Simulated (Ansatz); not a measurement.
# CH2Ge (triplet): relaxing a cheap start

Where does this start of CH2Ge (triplet) end when it is relaxed?

The runs use Ansatz 0.2.0, Gaussian basis; UKS PBE0/def2-TZVP.

## 1. Starting geometry

4 atoms, charge 0, spin multiplicity 3.

Atoms are counted from 1 here; the program's logs count them from 0.

Bond lengths: Ge1–C2 1.874 Å, Ge1–H3 1.558 Å, Ge1–H4 1.558 Å. Angles: C2–Ge1–H3 130.4°, C2–Ge1–H4 130.4°, H3–Ge1–H4 99.2°.

The start was built by rule and, where that kept it together, relaxed with GFN2-xTB. Sticks and bond lists go by distance. No spin-orbit coupling is included. 

## 2. Relaxation

in.yaml

```yaml
crystal:
  periodic: [false, false, false]
  atoms:
    - {symbol: Ge, position_ang: [-0.236235, -0.001747, -0.000118]}
    - {symbol: C, position_ang: [1.637922, 0.012115, 0.000819]}
    - {symbol: H, position_ang: [-1.255137, 1.177499, -0.003077]}
    - {symbol: H, position_ang: [-1.237583, -1.195937, 0.001830]}
basis:
  gaussian: {orbitals: def2-TZVP}
magnetization: {spin_polarized: true, initial_magnetization: 2}
hamiltonian: {xc: pbe0}
relax: {f_tol: 0.004, max_steps: 80}
```

Launch:

```bash
> ansatz run in.yaml --threads 1 --pin off --events-out ev --progress --plain --max-ram 2176MiB
```

What does the calculation give? Wanted: energy gained; shift from the start; total energy; dipole moment; ⟨S²⟩.

The runs gave:

| quantity | value |
| --- | --- |
| steps | 5 |
| energy gained | 0.046 eV |
| shift from the start (rms) | 0.062 Å |
| total energy | -57573.3029 eV |
| dipole moment | 3.20 D |
| ⟨S²⟩ | 2.006 |

**Reading.** The bonds of the start are those of the end. Ge1–C2 went from 1.874 to 1.905 Å. No vibrations were run, so this is a stationary point, not a proven minimum, and this spin need not be the ground state's.
